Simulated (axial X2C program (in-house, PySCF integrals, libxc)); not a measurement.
# TiNC: Ω levels from open-shell CI on d2 s1 p(π)0

Aim: the spin–orbit levels of TiNC that arise from the configuration d2 s1 p(π)0 of Ti, and how they move with the bond.

Program: an in-house X2C program for linear molecules on PySCF integrals. Level of theory: two-component X2C, average-of-configuration Hartree–Fock and CI in the open shells. These are calculated values, not measurements.

All values are calculated.

## 1. Input

File task.json:

```json
{
 "zs": [
  22,
  7,
  6
 ],
 "q": 0,
 "bas": [
  "dyall-v3z",
  "dyall-av3z",
  "dyall-v3z"
 ],
 "r0": 2.07,
 "metal": 0,
 "shells": [
  [
   2,
   [
    0,
    1,
    2
   ],
   2
  ],
  [
   0,
   [
    0
   ],
   1
  ],
  [
   1,
   [
    1
   ],
   0
  ]
 ],
 "fix": 0,
 "emax": 3.2,
 "nroots": 4,
 "r2": 1.17
}
```

Keys: zs atomic numbers; q charge; bas basis sets; r0 starting distance in Å; metal index of the metal atom; shells open shells as [l, |m| values, electrons]; fix electron count of the first shell held; emax energy window in eV; nroots roots for each Ω; r2 second bond in Å, held.

Command:

```sh
python soci.py task.json out
```

Two-component X2C with atomic mean-field Coulomb and Gaunt terms, basis Ti dyall-v3z, N dyall-av3z, C dyall-v3z (cores contracted in-house). Orbitals come from Hartree–Fock averaged over the configuration Ti d2 s1 p(π)0; CI then distributes these electrons over the d, s, p(π) shells of Ti.

## 2. CI at Ti–N–C held linear, bonds 2.098 and 1.170 Å (the second held)

What does the calculation give? Wanted: lowest level of the model; next level; lowest curve, Re and ωe.

The runs gave:

| quantity | value |
| --- | --- |
| lowest level of the model | Ω = 3/2, g∥ = 0.01, 99% d2 s1 |
| next level | Ω = 5/2, 98 cm⁻¹ higher |
| lowest curve, Re and ωe | 2.073 Å, 462.5 cm⁻¹ |

**Reading.** In the lowest level ⟨Sz⟩ = -1.50 and ⟨Lz⟩ = 3.00; its leading determinant has weight 0.99 among 82. From 2.098 to 2.360 Å the gap from the lowest to the fifth level goes from 1281 to 1111 cm⁻¹. Without dynamic correlation distances can be off by several hundredths of an Å, and the wavenumbers are rough. Dynamic correlation is missing, so gaps between terms are too wide and other configurations may lie lower; the lowest level listed is that of this model, not necessarily the ground state. For d shells the ligand-field splittings (σ, π, δ) and their order can be off by a thousand cm⁻¹ or more. At most 4 roots were kept for each Ω > 0 (twice that for Ω = 0) within 3.2 eV of the lowest, so higher up levels can be missing between those listed; levels with Ω > 0 are doubly degenerate and listed once, Ω = 0 levels singly. States that fill the shells left empty in the average are placed too high. The molecule was held linear; bending was not examined.
